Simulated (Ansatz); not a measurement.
# C2H2BCl: how energies converge with the basis set

An exercise on one series of results from a longer session: the logs are not shown, and one member is left open.

The runs use Ansatz 0.2.0, Gaussian basis; one geometry, several basis sets.

The runs, in order: PBE0-D4/def2-SVP; ωB97M-V/def2-SVP; PBE0-D4/def2-QZVPP; ωB97M-V/def2-QZVPP; the functionals' def2-TZVPP values are taken from earlier runs.

## The relaxed structure

All runs share one geometry, relaxed beforehand with PBE0-D4 in a triple-zeta def2 set.

SMILES `ClC1=CB1`, 6 atoms, charge 0, spin multiplicity 1.

Atoms are counted from 1 here; the program's logs count them from 0.

Bond lengths: Cl1–C2 1.688 Å, C2–C3 1.340 Å, C2–B4 1.465 Å, C3–B4 1.477 Å, C3–H5 1.081 Å, B4–H6 1.181 Å. Angles: Cl1–C2–C3 139.5°, Cl1–C2–B4 157.1°, C3–C2–B4 63.4°, C2–C3–B4 62.5°, C2–C3–H5 140.6°, B4–C3–H5 156.9°, C2–B4–C3 54.2°, C2–B4–H6 154.0°, C3–B4–H6 151.8°.

The first run:

File in.yaml:

```yaml
crystal:
  periodic: [false, false, false]
  atoms:
    - {symbol: Cl, position_ang: [-0.980052, -2.106663, -0.464033]}
    - {symbol: C, position_ang: [-0.354391, -0.568309, -0.160233]}
    - {symbol: C, position_ang: [0.787977, 0.007094, 0.239574]}
    - {symbol: B, position_ang: [-0.355116, 0.893401, -0.059092]}
    - {symbol: H, position_ang: [1.793802, -0.252024, 0.538489]}
    - {symbol: H, position_ang: [-0.850119, 1.962402, -0.140906]}
basis:
  gaussian: {orbitals: def2-SVP}
hamiltonian: {xc: pbe0, dispersion: d4}
output: {orbitals: {seedname: orbitals}}
```

The run is started by

```
$ ansatz run in.yaml --threads 2 --pin off --events-out ev --progress --plain --max-ram 4352MiB
```

Steps of the session up to this table: PBE0-D4 in def2-SVP; ωB97M-V in def2-SVP; PBE0-D4 in def2-QZVPP; ωB97M-V in def2-QZVPP.

One of the session's tables, all rows but one given; the rest of the session is left out.

It belongs to the step «Functionals by basis». 

| functional | basis | HOMO (eV) | LUMO (eV) |
| --- | --- | --- | --- |
| PBE0-D4 | def2-SVP | -8.03 | -0.28 |
| PBE0-D4 | def2-TZVPP | ? | ? |
| PBE0-D4 | def2-QZVPP | -8.15 | -0.56 |
| ωB97M-V | def2-SVP | -10.23 | 2.04 |
| ωB97M-V | def2-TZVPP | -10.35 | 1.73 |
| ωB97M-V | def2-QZVPP | -10.38 | 1.53 |

Q: Estimate the row for PBE0-D4, def2-TZVPP from the others.

The run gave: HOMO (eV): -8.12; LUMO (eV): -0.48. In the column «HOMO (eV)» it lies between PBE0-D4, def2-QZVPP (-8.15) and PBE0-D4, def2-SVP (-8.03).
